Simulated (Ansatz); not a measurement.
# Ba3Cd2As4: the cost of one run

Program: Ansatz 0.2.0. Level of theory: DFT PBE, plane waves, PAW, scalar-relativistic, no spin polarisation. These are calculated values, not measurements.

## (1) The starting structure

The cell holds 9 atoms (As4Ba3Cd2): a = 5.688 Å, b = 7.239 Å, c = 6.984 Å, α = 100.16°, β = 96.71°, γ = 93.04°.

Structure file:

```cif
data_structure
_symmetry_space_group_name_H-M 'P 1'
_symmetry_Int_Tables_number 1
_cell_length_a 5.6876
_cell_length_b 7.2385
_cell_length_c 6.9840
_cell_angle_alpha 100.163
_cell_angle_beta 96.713
_cell_angle_gamma 93.044
_cell_volume 280.28
loop_
_atom_site_label
_atom_site_type_symbol
_atom_site_fract_x
_atom_site_fract_y
_atom_site_fract_z
_atom_site_occupancy
Ba1 Ba 0.12208 0.67693 0.82138 1
Ba2 Ba 0.56393 0.29404 0.81352 1
Ba3 Ba 0.39112 0.44426 0.32324 1
Cd1 Cd 0.35376 0.92811 0.29647 1
Cd2 Cd 0.95216 0.10763 0.11851 1
As1 As 0.91089 0.65250 0.35375 1
As2 As 0.79779 0.98028 0.52429 1
As3 As 0.90674 0.32654 0.48186 1
As4 As 0.65948 0.77407 0.03664 1
```

## (2) Dynamics

The input, input.yaml:

```yaml
crystal:
  lattice:
    - [5.638427, -0.04607, -0.744918]
    - [-0.434505, 7.181224, -0.79826]
    - [0.093286, -0.461886, 6.968078]
  atoms:
    - { symbol: Ba, position: [0.122081, 0.676935, 0.821384] }
    - { symbol: Ba, position: [0.563932, 0.294037, 0.813517] }
    - { symbol: Ba, position: [0.391116, 0.444255, 0.323237] }
    - { symbol: Cd, position: [0.353756, 0.928109, 0.296468] }
    - { symbol: Cd, position: [0.952158, 0.107634, 0.118506] }
    - { symbol: As, position: [0.910892, 0.652497, 0.353751] }
    - { symbol: As, position: [0.79779, 0.980281, 0.524291] }
    - { symbol: As, position: [0.906742, 0.326537, 0.481862] }
    - { symbol: As, position: [0.659482, 0.77407, 0.036643] }
kpoints:
  mp_grid: { grid: [3, 2, 2] }
magnetization:
  spin_polarized: false
scf:
  occupations: { method: fermi_dirac, width: 0.1 }
hamiltonian:
  pseudopotentials: { kind: paw }
  xc: pbe
basis:
  ecutwfc: 420
md:
  timestep: 1.0
  n_steps: 30
  ensemble: npt_langevin
  temperature: 600.0
  initial_velocities: maxwell_boltzmann
  seed: 340707
  pressure: 1.0
```

On the command line:

```
$ ansatz run input.yaml --threads 2 --pin off --max-ram 2560MiB --backend cpu --events-out ev --progress --plain --runs-dir out
```

Q: Estimate wall time and peak memory on 2 threads of Arm Neoverse V2, shared host.

About 3.1 min, with a peak of 0.74 GiB.
